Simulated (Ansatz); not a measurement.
# C3H9Sn+: a ladder of functionals and wavefunction methods

One table from this session's results is given with a row withheld; the runs are named, their logs left out.

Computed with Ansatz 0.2.0, Gaussian basis. Level: functionals in def2-TZVPP, the program's frozen cores in correlated methods.

The runs, in order: LDA (SPW92), PBE-D4, revPBE-D4, BLYP-D4, r2SCAN-D4, B97M-V, PBE0-D4, B3LYP-D4, r2SCANh-D4, r2SCAN0-D4, HSE06-D4, BHLYP-D4, CAM-B3LYP-D4, LC-ωPBE, ωB97X-V, ωB97M-V, B2PLYP, PBE-QIDH; CCSD(T)/def2-SVP; CCSD(T)/def2-TZVPP; MP2/def2-QZVPP; extrapolation to the limit; RPA on PBE.

**The geometry**

An earlier PBE0-D4 in a triple-zeta def2 set relaxation fixed the geometry. Sn takes the def2 core potential; no spin-orbit term is included.

SMILES `[CH3][Sn+]([CH3])[CH3]`, 13 atoms, charge 1, spin multiplicity 1.

Atoms are counted from 1 here; the program's logs count them from 0.

Bond lengths: C1–Sn2 2.109 Å, C1–H5 1.092 Å, C1–H6 1.092 Å, C1–H7 1.088 Å, Sn2–C3 2.109 Å, Sn2–C4 2.108 Å, C3–H8 1.092 Å, C3–H9 1.088 Å, C3–H10 1.092 Å, C4–H11 1.092 Å, C4–H12 1.092 Å, C4–H13 1.088 Å. Angles: Sn2–C1–H5 108.6°, Sn2–C1–H6 108.7°, Sn2–C1–H7 110.7°, H5–C1–H6 108.2°, H5–C1–H7 110.3°, H6–C1–H7 110.3°, C1–Sn2–C3 118.8°, C1–Sn2–C4 119.9°, C3–Sn2–C4 121.3°, Sn2–C3–H8 108.7°, Sn2–C3–H9 110.7°, Sn2–C3–H10 108.6°, H8–C3–H9 110.4°, H8–C3–H10 108.2°, H9–C3–H10 110.3°, Sn2–C4–H11 108.5°, Sn2–C4–H12 108.5°, Sn2–C4–H13 110.8° and more.

Set-up of the first run:

in.yaml reads:

```yaml
crystal:
  periodic: [false, false, false]
  atoms:
    - {symbol: C, position_ang: [-0.595429, 1.825559, -0.817700]}
    - {symbol: Sn, position_ang: [0.000099, -0.024664, 0.001129]}
    - {symbol: C, position_ang: [1.376092, -0.034349, 1.599089]}
    - {symbol: C, position_ang: [-0.781140, -1.820008, -0.780753]}
    - {symbol: H, position_ang: [0.291976, 2.347726, -1.182661]}
    - {symbol: H, position_ang: [-1.044863, 2.429511, -0.026151]}
    - {symbol: H, position_ang: [-1.305858, 1.676878, -1.628535]}
    - {symbol: H, position_ang: [2.288100, 0.473886, 1.278024]}
    - {symbol: H, position_ang: [1.599533, -1.053590, 1.907955]}
    - {symbol: H, position_ang: [0.946823, 0.528129, 2.431455]}
    - {symbol: H, position_ang: [-0.529890, -1.874657, -1.842510]}
    - {symbol: H, position_ang: [-1.869364, -1.794531, -0.688326]}
    - {symbol: H, position_ang: [-0.376088, -2.679879, -0.251017]}
basis:
  gaussian: {orbitals: def2-TZVPP}
total_charge: 1
hamiltonian: {xc: lda}
output: {orbitals: {seedname: orbitals}}
```

Run with:

```
$ ansatz run in.yaml --threads 2 --pin off --events-out ev --progress --plain --max-ram 32768MiB --backend cpu
```

Steps of the session up to this table: LDA; PBE-D4 (GGA); revPBE-D4 (GGA); BLYP-D4 (GGA); r2SCAN-D4 (meta-GGA); B97M-V (meta-GGA); PBE0-D4 (hybrid); B3LYP-D4 (hybrid); r2SCANh-D4 (hybrid); r2SCAN0-D4 (hybrid); HSE06-D4 (hybrid); BHLYP-D4 (hybrid); CAM-B3LYP-D4 (range-separated); LC-ωPBE (range-separated); ωB97X-V (range-separated); ωB97M-V (range-separated); B2PLYP (double hybrid); PBE-QIDH (double hybrid).

One of the session's tables, all rows but one given; the rest of the session is left out.

It belongs to the step «Frontier levels by functional». Levels, from each run's orbital file:

| functional | HOMO (eV) | LUMO (eV) | gap (eV) |
| --- | --- | --- | --- |
| LDA (SPW92) | -12.43 | -8.47 | 3.96 |
| PBE-D4 | -12.27 | -8.20 | 4.07 |
| revPBE-D4 | -12.21 | -8.07 | 4.14 |
| BLYP-D4 | ? | ? | ? |
| r2SCAN-D4 | -12.50 | -7.98 | 4.52 |
| B97M-V | -12.52 | -8.13 | 4.40 |
| PBE0-D4 | -13.43 | -7.38 | 6.05 |
| B3LYP-D4 | -13.20 | -7.71 | 5.49 |
| r2SCANh-D4 | -12.93 | -7.69 | 5.24 |
| r2SCAN0-D4 | -13.58 | -7.26 | 6.33 |
| HSE06-D4 | -13.03 | -7.75 | 5.28 |
| BHLYP-D4 | -14.45 | -6.62 | 7.83 |
| CAM-B3LYP-D4 | -14.72 | -6.48 | 8.24 |
| LC-ωPBE | -16.09 | -5.21 | 10.88 |
| ωB97X-V | -15.70 | -5.38 | 10.32 |
| ωB97M-V | -15.57 | -5.57 | 10.00 |

Estimate the missing values for BLYP-D4.

Worked estimate for «HOMO (eV)». Against the share of exact exchange, B3LYP-D4 (0.2, -13.20), BHLYP-D4 (0.5, -14.45) give a slope of -4.17 per unit share; at 0 the line stands at -12.37.

**Answer.** HOMO (eV): -12.11; LUMO (eV): -8.19; gap (eV): 3.92. In «HOMO (eV)» the line misses by -0.26.
